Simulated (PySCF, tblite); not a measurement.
**C₄H₁₁GeO radical: geometry, infrared bands and EPR parameters**

Aim: predict the infrared bands and EPR parameters of C₄H₁₁GeO radical (`C[O][GeH2][C](C)C`).

Computed with tblite 0.8.0 and PySCF 2.14.0, with density-fitted response routines of our own, on a single molecule in the gas phase. Atoms count from 0, in the outputs and in this text.

## (1) The starting structure

17 atoms, charge 0, multiplicity 2; geometry from: force field or distance geometry start.

Bonds of the start (Å): C0–O1 1.41, O1–Ge2 1.78, Ge2–C3 1.93, C3–C4 1.49, C3–C5 1.48, C0–H6 1.11, C0–H7 1.11, C0–H8 1.12, Ge2–H9 1.56, Ge2–H10 1.54, C4–H11 1.10, C4–H12 1.10, C4–H13 1.11, C5–H14 1.13, C5–H15 1.10, C5–H16 1.10.

## (2) Geometry optimisation with GFN2-xTB

What the job is given:

```
{"job": {"kind": "relax", "xc": "GFN2-xTB", "basis": "xTB"}, "charge": 0, "multiplicity": 2}
C      2.856400    -0.048400    -0.190800
O      1.658700    -0.782100    -0.330300
Ge     0.478900    -0.406500     0.948200
C     -1.261400     0.093500     0.268500
C     -2.097900    -1.032500    -0.232100
C     -1.315800     1.354200    -0.510400
H      3.747400    -0.648400    -0.472600
H      2.980200     0.390300     0.819400
H      2.785300     0.749300    -0.970900
H      0.991500     0.808700     1.780000
H      0.293800    -1.639500     1.860000
H     -2.452200    -0.926800    -1.273300
H     -1.581300    -1.995300    -0.069000
H     -3.002700    -1.086200     0.409300
H     -1.818800     2.126500     0.136800
H     -0.335300     1.781700    -0.760700
H     -1.933800     1.273700    -1.422000
```

Started as:

```
OMP_NUM_THREADS=1 python probes_run.py task.json out
```

The driver reads the jobs from task.json and runs them one after another.

The program printed:

```text
step      E/eV     max force
  0    -546.23075    1.535
  1    -546.37636    1.196
  2    -546.48486    0.657
  3    -546.52919    0.484
  4    -546.56120    0.435
  5    -546.57649    0.384
  6    -546.59449    0.333
  7    -546.61409    0.413
  8    -546.63649    0.455
  9    -546.65359    0.264
 10    -546.66189    0.202
 11    -546.66715    0.235
 12    -546.67421    0.218
 13    -546.68157    0.283
 14    -546.68857    0.280
 15    -546.69439    0.185
 16    -546.69898    0.219
 17    -546.70267    0.217
 18    -546.70602    0.141
 19    -546.70910    0.134
 20    -546.71178    0.138
 21    -546.71373    0.123
 22    -546.71511    0.100
 23    -546.71650    0.083
 24    -546.71811    0.100
 25    -546.71973    0.116
 26    -546.72108    0.107
 27    -546.72209    0.088
 28    -546.72298    0.085
 29    -546.72392    0.085
 30    -546.72488    0.085
 31    -546.72593    0.103
 32    -546.72725    0.124
 33    -546.72889    0.145
 34    -546.73066    0.121
 35    -546.73227    0.091
 36    -546.73353    0.099
 37    -546.73461    0.076
 38    -546.73565    0.081
 39    -546.73655    0.067
 40    -546.73742    0.095
 41    -546.73845    0.114
 42    -546.73974    0.108
 43    -546.74118    0.109
 44    -546.74250    0.087
 45    -546.74369    0.094
 46    -546.74504    0.105
 47    -546.74665    0.136
 48    -546.74788    0.077
 49    -546.74869    0.091
 50    -546.74949    0.070
 51    -546.75064    0.078
 52    -546.75141    0.073
 53    -546.75241    0.065
 54    -546.75316    0.063
 55    -546.75417    0.076
 56    -546.75569    0.108
 57    -546.75796    0.105
 58    -546.76007    0.095
 59    -546.76147    0.078
 60    -546.76279    0.101
 61    -546.76415    0.111
 62    -546.76549    0.084
 63    -546.76713    0.079
 64    -546.76869    0.085
 65    -546.77203    0.157
 66    -546.77633    0.207
 67    -546.78198    0.196
 68    -546.78739    0.168
 69    -546.78929    0.261
 70    -546.79297    0.133
 71    -546.79494    0.092
 72    -546.79845    0.103
 73    -546.79960    0.091
 74    -546.80200    0.068
 75    -546.80322    0.084
 76    -546.80419    0.056
 77    -546.80469    0.100
 78    -546.80551    0.051
 79    -546.80595    0.039
 80    -546.80621    0.040
 81    -546.80634    0.028
 82    -546.80646    0.026
 83    -546.80659    0.023
 84    -546.80676    0.027
 85    -546.80700    0.039
 86    -546.80730    0.039
 87    -546.80762    0.047
 88    -546.80799    0.050
 89    -546.80847    0.044
 90    -546.80913    0.067
 91    -546.80986    0.063
 92    -546.81044    0.047
 93    -546.81081    0.047
 94    -546.81107    0.044
 95    -546.81131    0.040
 96    -546.81150    0.033
 97    -546.81165    0.028
 98    -546.81178    0.027
 99    -546.81194    0.033
100    -546.81213    0.032
101    -546.81235    0.035
102    -546.81257    0.045
103    -546.81283    0.047
104    -546.81323    0.059
105    -546.81373    0.060
106    -546.81428    0.056
107    -546.81477    0.048
108    -546.81532    0.056
109    -546.81594    0.061
110    -546.81663    0.055
111    -546.81710    0.053
112    -546.81742    0.042
113    -546.81761    0.037
114    -546.81785    0.032
115    -546.81800    0.048
116    -546.81824    0.043
117    -546.81857    0.039
118    -546.81897    0.048
119    -546.81943    0.052
120    -546.81999    0.050
121    -546.82050    0.051
122    -546.82090    0.045
123    -546.82106    0.048
124    -546.82136    0.025
125    -546.82148    0.028
126    -546.82160    0.022
127    -546.82172    0.023
128    -546.82183    0.017
129    -546.82190    0.015
130    -546.82193    0.014
131    -546.82197    0.015
132    -546.82204    0.019
133    -546.82213    0.019
134    -546.82225    0.018
135    -546.82239    0.025
136    -546.82255    0.038
137    -546.82280    0.045
138    -546.82326    0.056
139    -546.82419    0.055
140    -546.82494    0.070
141    -546.82251    0.188
142    -546.82500    0.123
143    -546.82406    0.150
144    -546.82623    0.045
145    -546.82645    0.085
146    -546.82700    0.049
147    -546.82773    0.083
148    -546.82836    0.064
149    -546.82917    0.075
150    -546.82961    0.055
151    -546.82996    0.041
152    -546.83038    0.038
153    -546.83077    0.047
154    -546.83100    0.024
155    -546.83111    0.027
156    -546.83121    0.026
157    -546.83134    0.024
158    -546.83145    0.023
159    -546.83166    0.031
160    -546.83194    0.044
161    -546.83230    0.060
162    -546.83267    0.056
163    -546.83307    0.047
164    -546.83359    0.051
165    -546.83425    0.056
166    -546.83465    0.035
167    -546.83451    0.084
168    -546.83488    0.039
169    -546.83498    0.014
170    -546.83503    0.024
171    -546.83513    0.032
172    -546.83519    0.026
173    -546.83526    0.020
174    -546.83534    0.026
175    -546.83549    0.033
176    -546.83569    0.035
177    -546.83600    0.043
178    -546.83648    0.049
179    -546.83718    0.069
180    -546.83802    0.077
181    -546.83901    0.083
182    -546.84017    0.073
183    -546.84148    0.061
184    -546.83888    0.184
185    -546.84288    0.075
186    -546.84325    0.075
187    -546.84388    0.044
188    -546.84425    0.074
189    -546.84454    0.054
190    -546.84495    0.034
191    -546.84546    0.045
192    -546.84583    0.046
193    -546.84607    0.046
194    -546.84625    0.051
195    -546.84637    0.036
196    -546.84666    0.039
197    -546.84684    0.052
198    -546.84699    0.038
199    -546.84717    0.026
200    -546.84729    0.029
201    -546.84741    0.032
202    -546.84751    0.037
203    -546.84758    0.018
204    -546.84763    0.017
205    -546.84767    0.016
206    -546.84770    0.017
207    -546.84774    0.014
208    -546.84778    0.015
209    -546.84782    0.017
210    -546.84785    0.016
211    -546.84789    0.020
212    -546.84794    0.020
213    -546.84800    0.020
214    -546.84806    0.020
215    -546.84812    0.020
216    -546.84817    0.023
217    -546.84821    0.015
218    -546.84825    0.012
219    -546.84827    0.011
220    -546.84830    0.013
221    -546.84833    0.015
222    -546.84837    0.016
223    -546.84842    0.018
224    -546.84847    0.018
225    -546.84855    0.021
226    -546.84863    0.029
227    -546.84869    0.020
228    -546.84873    0.019
229    -546.84877    0.017
230    -546.84881    0.016
231    -546.84887    0.017
232    -546.84892    0.019
233    -546.84897    0.021
234    -546.84902    0.016
235    -546.84907    0.017
236    -546.84913    0.017
237    -546.84921    0.023
238    -546.84932    0.025
239    -546.84943    0.025
240    -546.84954    0.023
241    -546.84962    0.021
242    -546.84968    0.019
243    -546.84973    0.014
244    -546.84978    0.017
245    -546.84983    0.023
246    -546.84988    0.025
247    -546.84994    0.016
248    -546.85000    0.014
249    -546.85004    0.016
250    -546.85007    0.011
251    -546.85008    0.007
```

Run time: 1.6 s. Hardware: 1 thread of Arm Neoverse V1, shared host.

Relaxation path: (not every step is listed)

| step | energy from step 0 (eV) | largest force (eV/Å) |
| --- | --- | --- |
| 0 | 0.0000 | 1.5349 |
| 1 | -0.1456 | 1.1959 |
| 2 | -0.2541 | 0.6567 |
| 3 | -0.2984 | 0.4842 |
| 4 | -0.3305 | 0.4353 |
| 5 | -0.3457 | 0.3837 |
| 6 | -0.3637 | 0.3327 |
| 7 | -0.3833 | 0.4131 |
| 8 | -0.4057 | 0.4554 |
| 31 | -0.4952 | 0.1026 |
| 54 | -0.5224 | 0.0627 |
| 77 | -0.5739 | 0.0996 |
| 100 | -0.5814 | 0.0325 |
| 123 | -0.5903 | 0.0484 |
| 146 | -0.5963 | 0.0486 |
| 169 | -0.6042 | 0.0140 |
| 192 | -0.6151 | 0.0463 |
| 215 | -0.6174 | 0.0205 |
| 238 | -0.6186 | 0.0249 |
| 246 | -0.6191 | 0.0248 |
| 247 | -0.6192 | 0.0162 |
| 248 | -0.6193 | 0.0142 |
| 249 | -0.6193 | 0.0159 |
| 250 | -0.6193 | 0.0107 |
| 251 | -0.6193 | 0.0067 |

Close pairs (by a distance rule), those that changed most:

| bond | before (Å) | after (Å) | change (Å) |
| --- | --- | --- | --- |
| Ge2–H10 | 1.545 | 1.503 | -0.042 |
| Ge2–H9 | 1.559 | 1.518 | -0.041 |
| C5–H14 | 1.126 | 1.095 | -0.032 |
| C0–H8 | 1.118 | 1.094 | -0.024 |
| C0–H6 | 1.111 | 1.092 | -0.019 |
| C4–H12 | 1.105 | 1.089 | -0.016 |
| C4–H13 | 1.110 | 1.095 | -0.015 |
| C0–H7 | 1.108 | 1.093 | -0.015 |

The final coordinates are the input of the step that follows.

## (3) Harmonic vibrations with GFN2-xTB

What the job is given:

```
{"job": {"kind": "ir", "xc": "GFN2-xTB", "basis": "xTB"}, "charge": 0, "multiplicity": 2}
C      2.516774    -0.575158    -0.494452
O      1.829392    -0.963991     0.668121
Ge     0.483891    -0.075724     1.399687
C     -0.922270     0.224462     0.101186
C     -1.424696    -0.896257    -0.735165
C     -1.632744     1.524235    -0.004785
H      3.185573    -1.394210    -0.766065
H      3.113458     0.325151    -0.324000
H      1.832577    -0.384824    -1.326917
H      0.961814     1.261810     1.935532
H      0.235524    -1.051794     2.515478
H     -1.480601    -0.609052    -1.789091
H     -0.780054    -1.769198    -0.641060
H     -2.437831    -1.186903    -0.437710
H     -2.669480     1.430741     0.333820
H     -1.143924     2.287224     0.597900
H     -1.674399     1.865519    -1.042390
```

The program printed:

```text
mode    cm-1     km/mol
  1      32.5      0.28
  2      69.1      0.69
  3      97.1      0.53
  4     108.5      0.99
  5     121.3      4.00
  6     143.6     11.90
  7     199.0      2.06
  8     230.9      3.22
  9     284.9      5.95
 10     297.0     20.23
 11     450.6    105.42
 12     478.0    105.45
 13     518.4     25.99
 14     628.6      7.89
 15     693.6    228.33
 16     789.1    235.72
 17     947.6      0.27
 18     965.1      6.30
 19     977.8      1.55
 20     997.1      3.67
 21    1064.7    114.34
 22    1137.7      1.53
 23    1146.4      6.58
 24    1207.5      8.53
 25    1243.8      8.21
 26    1387.6      8.22
 27    1399.2      7.43
 28    1417.7      1.24
 29    1453.6      0.16
 30    1463.4      7.60
 31    1466.5      0.42
 32    1481.1      6.92
 33    1485.7      3.04
 34    1492.2      2.10
 35    1849.9    389.79
 36    1963.7    451.21
 37    2908.1     19.37
 38    2915.1     33.29
 39    2918.5     46.24
 40    2936.3     46.53
 41    2946.2     16.49
 42    2955.1     57.02
 43    2971.4     43.89
 44    3009.3     18.93
 45    3017.1     23.60
```

It took 0.51 s on 1 thread of Arm Neoverse V1, shared host.

Which atoms move in the most intense modes:

| cm⁻¹ | km/mol | atoms |
| --- | --- | --- |
| 451 | 105.4 | H10 38 %, H9 31 %, Ge2 10 % |
| 478 | 105.5 | O1 60 %, Ge2 18 % |
| 694 | 228.3 | H10 62 %, H9 32 % |
| 789 | 235.7 | H9 54 %, H10 44 % |
| 1065 | 114.3 | O1 50 %, C0 46 % |
| 1850 | 389.8 | H9 93 % |
| 1964 | 451.2 | H10 93 % |
| 2955 | 57.0 | H16 68 %, H14 16 % |

## (4) EPR parameters: B3LYP/def2-TZVP-core+pcH-1

Settings changed since step 3:

```diff
@@ -1,2 +1,2 @@
-{"job": {"kind": "ir", "xc": "GFN2-xTB", "basis": "xTB"}, "charge": 0, "multiplicity": 2}
+{"job": {"kind": "epr", "basis": "pcH-1"}, "charge": 0, "multiplicity": 2}
 C      2.516774    -0.575158    -0.494452
```

Level: UKS B3LYP, def2-TZVP-core on Ge, pcH-1 on C H O, non-relativistic, mean-field spin-orbit, GIAO.

The program printed:

```text
UKS, coarse grid
  cycle   1  E = -2311.12084301  |g| = 1.44e+00
  cycle   2  E = -2310.68280273  |g| = 1.46e+00
  cycle   3  E = -2311.18229019  |g| = 6.25e-01
  cycle   4  E = -2311.30492989  |g| = 1.68e-01
  cycle   5  E = -2311.31115619  |g| = 5.07e-02
  cycle   6  E = -2311.31203448  |g| = 1.03e-02
  cycle   7  E = -2311.31208385  |g| = 2.84e-03
  cycle   8  E = -2311.31208887  |g| = 7.68e-04
UKS, final grid
  cycle   1  E = -2311.31211796  |g| = 7.66e-04
  cycle   2  E = -2311.31211780  |g| = 1.01e-03
  cycle   3  E = -2311.31211825  |g| = 8.19e-05
  cycle   4  E = -2311.31211825  |g| = 5.47e-05
  cycle   5  E = -2311.31211826  |g| = 2.97e-05
E = -2311.31211826 Eh   <S^2> = 0.7541 (exact 0.7500)
g shifts (ppm)      1          2          3
  rmc          -139       -139       -139
  gc             31         -0         33
  oz_so       -2582       -124       1536
  total       -2689       -263       1431
hyperfine (MHz)  atom isotope    a_iso     a_fc   dipolar eigenvalues
    0   13C       0.59       0.59     -0.73      0.08      0.65
    1   17O      -9.11      -9.12     -5.38      2.47      2.91
    2  73Ge      21.44      21.70     -2.15     -0.17      2.32
    3   13C      92.48      92.89    -74.79    -73.01    147.80
    4   13C     -29.32     -29.32     -2.16     -0.00      2.16
    5   13C     -30.33     -30.33     -2.17      0.13      2.04
    6    1H      -0.39      -0.39     -1.06     -0.75      1.81
    7    1H      -0.22      -0.22     -1.26     -1.10      2.36
    8    1H      -0.34      -0.34     -3.06     -2.31      5.36
    9    1H      -2.35      -2.35     -3.21     -2.30      5.50
   10    1H      51.02      51.02     -2.76     -1.59      4.35
   11    1H      79.93      79.93     -4.56     -3.96      8.53
   12    1H       5.28       5.29     -4.77     -3.80      8.56
   13    1H     120.11     120.11     -4.78     -3.30      8.08
   14    1H     118.75     118.75     -4.88     -3.30      8.17
   15    1H       4.02       4.03     -4.79     -3.76      8.55
   16    1H      89.42      89.42     -4.58     -3.99      8.57
```

Wall time 3.7 min (1 thread of Arm Neoverse V1, shared host); peak memory 1.3 GiB.

Principal g values 1.99963, 2.00206, 2.00375; g(iso) = 2.00181, against 2.00232 for a free electron.

Hyperfine couplings; where a row names several nuclei, a(iso) is their mean (it holds for fast rotation or exchange) and the dipolar term the largest among them:

| nuclei | isotope | a(iso) (MHz) | a(iso) (G, at g = 2.0023) | largest dipolar term (MHz) |
| --- | --- | --- | --- | --- |
| C3 | 13C | 92.5 | 33.0 | 147.8 |
| H11, H12, H13, H14, H15, H16 | 1H | 69.6 | 24.8 | 8.6 |
| C4, C5 | 13C | -29.8 | -10.6 | -2.2 |
| H9, H10 | 1H | 24.3 | 8.7 | 5.5 |
| Ge2 | 73Ge | 21.4 | 7.7 | 2.3 |
| O1 | 17O | -9.1 | -3.3 | -5.4 |
| C0 | 13C | 0.6 | 0.2 | -0.7 |
| H6, H7, H8 | 1H | -0.3 | -0.1 | 5.4 |

Mulliken spin populations:

C0 0.00; O1 0.01; Ge2 0.01; C3 0.93; C4 -0.08; C5 -0.08; H6 0.00; H7 0.00; H8 0.00; H9 0.00; H10 0.03; H11 0.03; H12 0.00; H13 0.05; H14 0.05; H15 0.00; H16 0.04

In first order the couplings over 0.8 MHz of 1H give 21 distinct lines over 166.3 G, if the averaged nuclei exchange fast; the same motion can average rows kept apart here too.

Orbitals, density, ELF and potential are computed afterwards from the orbital file.

ELF in a plane through or near 5 of the atoms.

Values, 10 rows by 14 columns:
```
0.00 0.00 0.00 0.00 0.00 0.00 0.00 0.00 0.00 0.00 0.00 0.00 0.00 0.00
0.00 0.00 0.00 0.00 0.00 0.02 0.16 0.03 0.00 0.00 0.00 0.00 0.00 0.00
0.00 0.00 0.00 0.00 0.01 0.87 1.00 0.47 0.06 0.80 0.08 0.00 0.00 0.00
0.00 0.00 0.00 0.11 0.01 0.09 0.77 0.08 0.71 0.99 0.27 0.10 0.00 0.00
0.00 0.00 0.05 0.73 0.53 0.04 0.13 0.46 0.59 0.51 0.94 0.86 0.02 0.00
0.00 0.01 0.53 0.81 0.43 0.43 0.03 0.75 0.62 0.37 0.37 0.22 0.00 0.00
0.00 0.01 0.98 0.99 0.48 0.82 0.01 0.19 0.84 0.54 0.01 0.00 0.00 0.00
0.00 0.00 0.02 0.10 0.03 0.02 0.01 0.29 0.99 0.92 0.04 0.00 0.00 0.00
0.00 0.00 0.00 0.00 0.00 0.00 0.00 0.02 0.17 0.07 0.00 0.00 0.00 0.00
0.00 0.00 0.00 0.00 0.00 0.00 0.00 0.00 0.00 0.00 0.00 0.00 0.00 0.00
```
The map spans 12.1 Å across and 10.0 Å up, centred on the molecule. Atoms in the plane (x, y in Å): C0 (-2.6, -0.3), C5 (2.0, 0.7), H6 (-3.4, -0.9), H11 (1.3, -2.0), H15 (1.8, 1.8).

On the surface of density 0.002 e/bohr³ the electrostatic potential runs, from the 1st to the 99th percentile, from -1.55 V near O1 to 0.83 V near H9.

The spin density lies nearest to C3 67 %.

## (5) What came out

| quantity | value |
| --- | --- |
| strongest single infrared mode (GFN2-xTB) | 1964 cm⁻¹, 451 km/mol |
| zero-point energy (GFN2-xTB) | 83.3 kcal/mol |
| g(iso) (B3LYP) | 2.00181 |
| ⟨S²⟩ | 0.754 (exact 0.75) |
| largest a(iso) (averaged by class) | 13C on C3, 92.5 MHz |
| potential on the surface of density 0.002 e/bohr³, 1st and 99th percentile | -1.55 V and 0.83 V |

**Reading.** Over 251 steps the energy fell by 0.619 eV; of the close pairs, Ge2–H10 changed most, 1.545 to 1.503 Å. No mode is imaginary among the 45: a minimum at this level. The strongest single mode, at 1964 cm⁻¹, moves mainly H10. GFN2-xTB is a fitted tight-binding method: band positions and strengths are rough. Its intensities can rank the bands wrongly. C3 carries the largest spin population, 0.93 e. The isotropic g lies 0.5 ppt below the free-electron value. The hyperfine terms hold no scalar relativity, which the heavier nuclei need. The conformer search found further structures of the same energy, which may be mirror or relabelled copies of this one.
